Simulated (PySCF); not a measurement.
Runs of PySCF 2.14.0 on O2BH. The cell holds a molecule in a box, 4 atoms: a = 12.000 Å, b = 10.000 Å, c = 11.000 Å, α = 90.00°, β = 90.00°, γ = 90.00°. 

| task | level | three-body dispersion term | conv_tol | grid for exchange and correlation | three-centre integrals | exxdiv | gap on the mesh (eV) |
| --- | --- | --- | --- | --- | --- | --- | --- |
| atomic charges | OLYP+D3 | no | 1e-07 Ha | Becke, atom-centred | read from an earlier run's file | - | 6.89 |
| atomic charges | PBE | - | 1e-07 Ha | Becke, atom-centred | - | - | 7.08 |
| atomic charges | PBE50 | - | 1e-07 Ha | Becke, atom-centred | read from an earlier run's file | ewald | 12.57 |
| atomic charges | BP86+D4 | yes | 1e-07 Ha | Becke, atom-centred | read from an earlier run's file | - | 7.22 |
| atomic charges | AM05 | - | 1e-07 Ha | Becke, atom-centred | read from an earlier run's file | - | 7.22 |
| excitation energies (Tamm-Dancoff) | PBE0 | - | 1e-08 Ha | Becke, atom-centred | read from an earlier run's file | ewald | (b) |
| CCSD(T) correlation energy | HF | - | 1e-08 Ha | - | read from an earlier run's file | ewald | (a) |

Alike in all rows: potentials or basis 6-31g* (all-electron); no spin polarisation; cell as given; k mesh 1 × 1 × 1; smearing fixed.

Task: Estimate the missing entries.

Result: (a) 17.50; (b) 9.82.

Caveats: this is a molecule in a periodic box at the Γ point, so its band gap is the HOMO-LUMO gap; the basis of atomic orbitals isn't converged, which shifts pressures, moduli and gaps; the basis is small and the box finite, so much correlation energy is missing and levels can be off by tenths of an eV (some runs); the iterative solver can pass over a root and still report convergence (some runs).

A k mesh can miss the band edges.

Not every run made on this cell is shown here.
